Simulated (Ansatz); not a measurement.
**C₂H₈BBrGaN: ionisation energy by level of theory**

The task here is to estimate one member of a computed series from the others.

Program: Ansatz 0.2.0, Gaussian basis. Level of theory: unrestricted cation, the program's frozen cores in correlated methods. These are calculated values, not measurements.

Plan: UKS PBE-D4/def2-TZVPP; UKS r2SCAN-D4/def2-TZVPP; UKS PBE0-D4/def2-TZVPP; UKS B3LYP-D4/def2-TZVPP; UKS wB97X-V/def2-TZVPP; UKS wB97M-V/def2-TZVPP; UKS B2PLYP/def2-TZVPP; UHF-CCSD(T)/def2-TZVPP; UHF-MP2/def2-QZVPP; extrapolation to the limit; then −ε(HOMO) from the neutral's earlier runs with LDA (SPW92), PBE-D4, revPBE-D4, BLYP-D4, r2SCAN-D4, B97M-V, PBE0-D4, B3LYP-D4, r2SCANh-D4, r2SCAN0-D4, HSE06-D4, BHLYP-D4, CAM-B3LYP-D4, LC-ωPBE, ωB97X-V, ωB97M-V.

## The relaxed structure

All runs share one geometry, relaxed beforehand with PBE0-D4 in a triple-zeta def2 set.

14 atoms, charge 0, spin multiplicity 1.

Atoms are counted from 1 here; the program's logs count them from 0.

Bond lengths: C1–N2 1.440 Å, C1–H7 1.100 Å, C1–H8 1.100 Å, C1–H9 1.091 Å, N2–C3 1.440 Å, N2–Ga4 1.829 Å, C3–H10 1.091 Å, C3–H11 1.100 Å, C3–H12 1.100 Å, Ga4–B5 2.092 Å, Ga4–H13 1.567 Å, B5–Br6 1.906 Å, B5–H14 1.194 Å. Angles: N2–C1–H7 111.5°, N2–C1–H8 111.5°, N2–C1–H9 110.7°, H7–C1–H8 107.0°, H7–C1–H9 108.0°, H8–C1–H9 108.0°, C1–N2–C3 112.6°, C1–N2–Ga4 123.2°, C3–N2–Ga4 124.2°, N2–C3–H10 110.9°, N2–C3–H11 111.5°, N2–C3–H12 111.5°, H10–C3–H11 107.9°, H10–C3–H12 107.9°, H11–C3–H12 106.9°, N2–Ga4–B5 117.4°, N2–Ga4–H13 113.5°, B5–Ga4–H13 129.1° and more.

The first run:

in.yaml

```yaml
crystal:
  periodic: [false, false, false]
  atoms:
    - {symbol: C, position_ang: [0.469235, -0.811348, 1.773739]}
    - {symbol: N, position_ang: [0.196038, -0.321550, 0.447458]}
    - {symbol: C, position_ang: [0.798181, -1.134711, -0.576853]}
    - {symbol: Ga, position_ang: [-0.807248, 1.172050, 0.117049]}
    - {symbol: B, position_ang: [-1.083934, 1.724641, -1.881434]}
    - {symbol: Br, position_ang: [-2.108292, 3.278313, -2.291967]}
    - {symbol: H, position_ang: [1.549665, -0.838144, 1.978217]}
    - {symbol: H, position_ang: [0.091256, -1.835217, 1.910476]}
    - {symbol: H, position_ang: [-0.001325, -0.174079, 2.524528]}
    - {symbol: H, position_ang: [0.574991, -0.739611, -1.569416]}
    - {symbol: H, position_ang: [0.432382, -2.171144, -0.534963]}
    - {symbol: H, position_ang: [1.891774, -1.176327, -0.467082]}
    - {symbol: H, position_ang: [-1.343407, 1.864655, 1.416177]}
    - {symbol: H, position_ang: [-0.659328, 1.162452, -2.845919]}
basis:
  gaussian: {orbitals: def2-TZVPP}
total_charge: 1
magnetization: {spin_polarized: true, initial_magnetization: 1}
hamiltonian: {xc: pbe, dispersion: d4}
```

Run with:

```
$ ansatz run in.yaml --threads 2 --pin off --events-out ev --progress --plain --max-ram 32768MiB --backend cuda --devices 0, --max-vram 18GiB
```

Among the steps run: Cation, UKS PBE-D4/def2-TZVPP; Cation, UKS r2SCAN-D4/def2-TZVPP; Cation, UKS PBE0-D4/def2-TZVPP; Cation, UKS B3LYP-D4/def2-TZVPP; Cation, UKS wB97X-V/def2-TZVPP; Cation, UKS wB97M-V/def2-TZVPP; Cation, UKS B2PLYP (frozen core)/def2-TZVPP; Cation, UHF-CCSD(T)/def2-TZVPP; Cation, UHF-MP2/def2-QZVPP.

One of the session's tables, all rows but one given; the rest of the session is left out.

Orbital estimates, from the neutral's runs:

| functional | −ε(HOMO) (eV) |
| --- | --- |
| LDA (SPW92) | 5.54 |
| PBE-D4 | 5.37 |
| revPBE-D4 | 5.30 |
| BLYP-D4 | 5.25 |
| r2SCAN-D4 | 5.55 |
| B97M-V | ? |
| PBE0-D4 | 6.43 |
| B3LYP-D4 | 6.26 |
| r2SCANh-D4 | 5.95 |
| r2SCAN0-D4 | 6.58 |
| HSE06-D4 | 6.04 |
| BHLYP-D4 | 7.51 |
| CAM-B3LYP-D4 | 7.74 |
| LC-ωPBE | 9.01 |
| ωB97X-V | 8.71 |
| ωB97M-V | 8.64 |

Q: Estimate the row for B97M-V from the others.

As computed: −ε(HOMO) (eV): 5.62. In the column «−ε(HOMO) (eV)» it lies between r2SCAN-D4 (5.55) and r2SCANh-D4 (5.95).

Limits of these values: The cation may have settled in a state other than its lowest; no search over hole states beyond the program's own was made.
